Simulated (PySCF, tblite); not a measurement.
# C₄H₉AlS: geometry, infrared bands and NMR shifts

Wanted: the infrared bands and NMR shifts of C₄H₉AlS (`C=[CH][AlH][S]CC`), by calculation.

The runs use tblite 0.8.0 and PySCF 2.14.0, with density-fitted response routines of our own; the level of theory stands in each step. All values are computed, except where a source is named. Atoms are numbered from 0 throughout.

## (1) The starting structure

15 atoms, charge 0, multiplicity 1; geometry from: force field or distance geometry start.

Bonds of the start (Å): C0–C1 1.33, C1–Al2 1.96, Al2–S3 2.27, S3–C4 1.81, C4–C5 1.50, C0–H6 1.06, C0–H7 1.09, C1–H8 1.10, Al2–H9 1.60, C4–H10 1.13, C4–H11 1.10, C5–H12 1.13, C5–H13 1.10, C5–H14 1.09.

## (2) Relaxing the molecule with GFN2-xTB

What the job is given:

```
{"job": {"kind": "relax", "xc": "GFN2-xTB", "basis": "xTB"}, "charge": 0, "multiplicity": 1}
C      3.186700     0.531500    -0.018300
C      2.681300    -0.692100    -0.111800
Al     0.970300    -1.051100    -1.006600
S     -0.509800     0.576900    -1.582400
C     -1.711600     0.956500    -0.281000
C     -2.676700    -0.160000     0.009200
H      4.102200     0.801900     0.453300
H      2.594500     1.335500    -0.464000
H      3.211100    -1.553700     0.320500
H      0.507700    -2.564400    -1.233200
H     -2.307600     1.830500    -0.668200
H     -1.236300     1.241000     0.675000
H     -3.451600     0.256200     0.717800
H     -3.189500    -0.536600    -0.882300
H     -2.175100    -0.964100     0.544300
```

Run with:

```console
$ OMP_NUM_THREADS=1 python probes_run.py task.json out
```

This one command runs all jobs of the session in turn.

**Question.** This job is followed by: GFN2-xTB harmonic vibrations, gas phase; GIAO PBE0/pcSseg-1 NMR shielding, non-relativistic, gas phase. What will the session give for the following? strongest single infrared mode (GFN2-xTB); zero-point energy (GFN2-xTB); ¹³C shifts against TMS (PBE0/pcSseg-1); ¹H shifts against TMS (PBE0/pcSseg-1, means over atoms taken as alike); ²⁷Al shifts against AlH4- (PBE0/pcSseg-1); ³³S shifts against CS2 (PBE0/pcSseg-1).

As calculated:

```
                                                              quantity                                   value
                             strongest single infrared mode (GFN2-xTB)                    672 cm⁻¹, 394 km/mol
                                          zero-point energy (GFN2-xTB)                           70.6 kcal/mol
                                ¹³C shifts against TMS (PBE0/pcSseg-1)            155.7, 152.5, 31.3, 28.6 ppm
¹H shifts against TMS (PBE0/pcSseg-1, means over atoms taken as alike)  7.13, 7.04, 6.95, 5.72, 3.01, 1.69 ppm
                             ²⁷Al shifts against AlH4- (PBE0/pcSseg-1)                               176.5 ppm
                                ³³S shifts against CS2 (PBE0/pcSseg-1)                                 -99 ppm
```

**Reading.** Relaxing lowered the energy by 0.290 eV in 147 steps; the close pair that moved most is Al2–S3, from 2.274 to 2.206 Å. The lowest mode is slightly imaginary (10i cm⁻¹), a soft motion within the noise of the Hessian, so the minimum is not strictly shown. The strongest single mode, at 672 cm⁻¹, is carried by H9, Al2, C1, C4. GFN2-xTB is a fitted tight-binding method: band positions and strengths are rough. Its intensities can rank the bands wrongly. The most deshielded carbon is C0 (terminal =CH2 carbon), at 155.7 ppm: an sp2 carbon of a C=C bond. At PBE0/pcSseg-1: The largest span, 308 ppm, is at S3, where the paramagnetic term is -457 ppm.
